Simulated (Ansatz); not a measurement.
# ClH₇N₂Si₂: two torsions

A grid of calculations on ClH₇N₂Si₂, SMILES N[Si](N)([SiH3])Cl, to see where the energy is lowest and how it rises around there.

Computed with Ansatz 0.2.0. Level: RHF/def2-SVP.

## (1) Starting geometry

SMILES `N[Si](N)([SiH3])Cl`, 12 atoms, charge 0, spin multiplicity 1.

Atoms are counted from 1 here; the program's logs count them from 0.

Bond lengths: N1–Si2 1.728 Å, N1–H6 1.025 Å, N1–H7 1.023 Å, Si2–N3 1.735 Å, Si2–Si4 2.352 Å, Si2–Cl5 2.116 Å, N3–H8 1.023 Å, N3–H9 1.023 Å, Si4–H10 1.508 Å, Si4–H11 1.508 Å, Si4–H12 1.506 Å. Angles: Si2–N1–H6 118.0°, Si2–N1–H7 119.7°, H6–N1–H7 111.2°, N1–Si2–N3 106.0°, N1–Si2–Si4 108.1°, N1–Si2–Cl5 116.6°, N3–Si2–Si4 118.9°, N3–Si2–Cl5 103.3°, Si4–Si2–Cl5 104.4°, Si2–N3–H8 118.5°, Si2–N3–H9 119.0°, H8–N3–H9 111.4°, Si2–Si4–H10 111.1°, Si2–Si4–H11 111.8°, Si2–Si4–H12 109.4°, H10–Si4–H11 108.0°, H10–Si4–H12 107.9°, H11–Si4–H12 108.4°.

Coordinates:

```
N    -0.8048    1.6179   -0.2997
Si   -0.4317    0.0541    0.3337
N     0.2693    0.3254    1.8974
Si    0.8169   -1.1101   -1.2849
Cl   -2.0711   -1.2173    0.7496
H    -1.3170    2.2709    0.3018
H    -1.0915    1.7130   -1.2769
H     0.2598   -0.4395    2.5760
H     1.1290    0.8753    1.9674
H     2.1361   -0.4281   -1.5483
H     0.0765   -1.2148   -2.5939
H     1.1054   -2.5020   -0.7883
```

This geometry comes from a loose relaxation at PBE in a small basis, which is not shown.

## (3) The grid

The axes are (1) dihedral H6–N1–Si2–Si4: 18 values from −180 to 160 °, periodic; (2) dihedral Si4–Si2–N3–H8: 18 values from −180 to 160 °, periodic.

Nothing else is relaxed (all other coordinates rigid). Energies count from the relaxed molecule at the same level. Points are written as (first, second).

(The set-up runs are not shown.)

## (4) Point (140°, 40°)

input.yaml

```yaml
crystal:
  periodic: [false, false, false]
  atoms:
    - { symbol: "N", position_ang: [-0.829463, 1.57858, -0.288382] }
    - { symbol: Si, position_ang: [-0.413448, 0.043183, 0.333345] }
    - { symbol: "N", position_ang: [1.183407, 0.141668, 0.93774] }
    - { symbol: Si, position_ang: [-0.867895, -1.588831, -1.3097] }
    - { symbol: Cl, position_ang: [-1.54714, -0.554697, 2.005668] }
    - { symbol: H, position_ang: [-1.278798, 2.256045, 0.298961] }
    - { symbol: H, position_ang: [-1.062112, 1.714391, -1.252766] }
    - { symbol: H, position_ang: [1.987788, 0.044017, 0.351741] }
    - { symbol: H, position_ang: [1.392797, 0.563431, 1.820831] }
    - { symbol: H, position_ang: [0.005532, -1.393312, -2.496634] }
    - { symbol: H, position_ang: [-2.282362, -1.502893, -1.756399] }
    - { symbol: H, position_ang: [-0.620588, -2.945521, -0.762659] }
basis:
  gaussian: { orbitals: def2-SVP }
hamiltonian:
  xc: hf
output:
  forces: true
```

Command:

```
$ ansatz run input.yaml --threads 1 --pin off --max-ram 2560MiB --backend cpu --events-out ev --progress --plain --runs-dir out
```

The session goes on with these runs: the other points that were computed.

**Question.** What will these runs give? Wanted: lowest point; highest computed point; dipole moment; largest force on an atom.

The runs gave:

```
                       quantity                                                                   value
                   lowest point                                               (−180°, −80°), 0.6 kJ/mol
         highest computed point                               (100°, 40°), 38.3 kJ/mol above the lowest
              dipole moment (D)  1.87 at (140°, −160°) to 3.82 at (20°, −20°); 2.52 at the lowest point
largest force on an atom (eV/Å)  0.04 at (−180°, −80°) to 1.40 at (100°, 40°); 0.04 at the lowest point
        time for the whole task                                        7.4 min on 1 thread, shared host
```

In words: The lowest computed point is at (−180°, −80°), 0.6 kJ/mol from the relaxed molecule at the same level. There are further wells near (−180°, 100°) (1.3 kJ/mol above the lowest at that grid point); (0°, −80°) (8.4 kJ/mol above the lowest at that grid point); (0°, 100°) (10.1 kJ/mol above the lowest at that grid point). The highest computed point, (100°, 40°), lies 38.3 kJ/mol above the lowest. On the interpolated surface the easiest way out of the lowest well to the well at (−180°, 100°) passes a barrier of about 15 kJ/mol. Round the minimum the valley is somewhat tilted: raising dihedral H6–N1–Si2–Si4 shifts the best value of dihedral Si4–Si2–N3–H8 downwards (coupling k₁₂/√(k₁₁k₂₂) about 0.3).
